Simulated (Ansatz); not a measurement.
# Cs3N: the cost of one run

Computed with Ansatz 0.2.0 (DFT PBE, scalar-relativistic, plane waves, PAW, unless a step names another level, unless a step's input says otherwise).

## (1) The system as given

Symmetry: P6_3/mcm, No. 193, hexagonal system. The conventional cell has a = 8.736 Å, b = 8.736 Å, c = 7.551 Å, α = 90.00°, β = 90.00°, γ = 120.00°. Cs (site symmetry m2m) has 2 N at 2.96 Å as nearest neighbours. N (site symmetry -3m) is surrounded by 6 Cs at 2.96 Å.

As a file:

```xyz
8
Lattice="8.7363 0.0000 0.0000 -4.3682 7.5659 0.0000 0.0000 0.0000 7.5513" Properties=species:S:1:pos:R:3 pbc="T T T"
Cs    1.1387    1.9722    1.8878
Cs   -1.1387    1.9722    5.6635
Cs    6.4590    0.0000    1.8878
Cs    3.2295    5.5937    5.6635
Cs   -3.2295    5.5937    1.8878
Cs    2.2773    0.0000    5.6635
N     0.0000    0.0000    0.0000
N     0.0000    0.0000    3.7757
```

It came out lowest among 28 distinct ends of the trial cells. At a tolerance of 0.05 Å it has space group P6_3/mcm (No. 193). Site moments: 0.0 0.0 0.0 0.0 0.0 0.0 0.6 0.6 μB.

## (2) Relaxing to 0.001 eV/Å, on the response runs' mesh and smearing

The input, input.yaml:

```yaml
crystal:
  lattice:
    - [8.7363386868, 0.0, 0.0]
    - [-4.3681693434, 7.5658912389, 0.0]
    - [0.0, 0.0, 7.5513355269]
  atoms:
    - { symbol: Cs, position: [0.2606717934, 0.2606717934, 0.25] }
    - { symbol: Cs, position: [0.0, 0.2606717934, 0.75] }
    - { symbol: Cs, position: [0.7393282066, 0.0, 0.25] }
    - { symbol: Cs, position: [0.7393282066, 0.7393282066, 0.75] }
    - { symbol: Cs, position: [0.0, 0.7393282066, 0.25] }
    - { symbol: Cs, position: [0.2606717934, 0.0, 0.75] }
    - { symbol: "N", position: [0.0, 0.0, 0.0], spin: 0.62 }
    - { symbol: "N", position: [0.0, 0.0, 0.5], spin: 0.62 }
basis:
  ecutwfc: 420
kpoints:
  mp_grid: { grid: [6, 6, 4] }
hamiltonian:
  xc: pbe
scf:
  occupations: { method: gaussian, width: 0.1 }
output:
  forces: true
  stress: true
  eigenvalues: true
  populations: true
magnetization:
  spin_polarized: true
relax:
  adjacent_minimum: "off"
  f_tol: 0.001
  max_steps: 60
  cell: { stress_tol: 0.01 }
```

The run is started by

```
ansatz run input.yaml --threads 3 --pin off --max-ram 7680MiB --backend cpu --events-out ev --progress --plain --runs-dir out
```

**Question.** How long does this run take on 3 threads of AMD EPYC 9R45 (Zen 5), shared host, and how much memory does it need?

About 49 s, with a peak of 1.4 GiB.
